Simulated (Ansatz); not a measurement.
K3Sr, space group Fm-3m, an equation of state with a fit

Computed with Ansatz's Python interface.

Notebook, run cell by cell (the value of a cell's last expression is shown):

**Cell 1**
```python
import ansatz as az
import numpy as np
```

**Cell 2**
```python
VECTORS = np.array([
    [0.0, 5.16586, 5.16586],
    [5.16586, 0.0, 5.16586],
    [5.16586, 5.16586, 0.0],
])
SITES = [
    ('K', (0.25, 0.25, 0.25)),
    ('K', (0.75, 0.75, 0.75)),
    ('K', (0.5, 0.5, 0.5)),
    ('Sr', (0.0, 0.0, 0.0)),
]
```

**Cell 3**
```python
def make_crystal(cell):
    crystal = az.Crystal(lattice=az.Lattice.of(cell))
    for symbol, position in SITES:
        crystal = crystal.atom(symbol, position)
    return crystal
```

**Cell 4**
```python
volumes, energies = [], []
for scale in np.linspace(0.9, 1.1, 9):
    cell = VECTORS * scale ** (1 / 3)
    setup = (
        make_crystal(cell).calculation()
        .functional(az.Functional.R2SCAN)
        .occupations('methfessel_paxton', width=0.05)
        .basis(600)
        .kpoints(4, 4, 4)
    )
    report = setup.run(threads=1).report
    volumes.append(abs(np.linalg.det(cell)) / len(SITES))
    energies.append(report['free_energy_ev'] / len(SITES))
    print(f'V = {volumes[-1]:8.4f} A^3/atom  F = {energies[-1]:.5f} eV/atom')
```
Output:
```text
V =  62.0355 A^3/atom  F = -2045.50549 eV/atom
V =  63.7587 A^3/atom  F = -2045.51344 eV/atom
V =  65.4819 A^3/atom  F = -2045.51928 eV/atom
V =  67.2051 A^3/atom  F = -2045.52325 eV/atom
V =  68.9284 A^3/atom  F = -2045.52554 eV/atom
V =  70.6516 A^3/atom  F = -2045.52636 eV/atom
V =  72.3748 A^3/atom  F = -2045.52585 eV/atom
V =  74.0980 A^3/atom  F = -2045.52418 eV/atom
V =  75.8212 A^3/atom  F = -2045.52146 eV/atom
```

**Cell 5**
```python
x = np.array(volumes) ** (-2 / 3)
poly = np.polynomial.Polynomial.fit(x, energies, 3).convert()
roots = poly.deriv().roots()
x0 = min((r.real for r in roots if abs(r.imag) < 1e-9 and poly.deriv(2)(r.real) > 0), key=lambda r: abs(r - x.mean()))
v0 = x0 ** -1.5
b0 = 4 / 9 * poly.deriv(2)(x0) * v0 ** (-7 / 3) * 160.21766
b1 = 4 + 2 / 3 * x0 * poly.deriv(3)(x0) / poly.deriv(2)(x0)
print(f'V0 = {v0:.4f} A^3/atom, B0 = {b0:.1f} GPa, dB/dP = {b1:.2f}')
```
Output:
```text
V0 = 70.8226 A^3/atom, B0 = 5.0 GPa, dB/dP = 3.80
```

A third-order Birch-Murnaghan fit through the 9 points has its minimum at 70.82 Å³ an atom, 2.7 % above the typed cell, with a bulk modulus of 5 GPa and dB/dP = 3.8. From that minimum the energy rises by 20.9 meV an atom on the compressed side and 4.9 meV on the expanded side.

Absolute energies stand on the zero of these potentials, so only differences at equal settings mean something. The mesh is modest for a metal, so energies can be off by several to tens of meV an atom and pressures by half a GPa or more; differences at equal mesh fare better. The structure comes from a database of computed cells and needn't be a stable or known phase. Finished in 75 s on 1 thread of Arm Neoverse V2, on a shared host, peak memory 1.3 GiB.
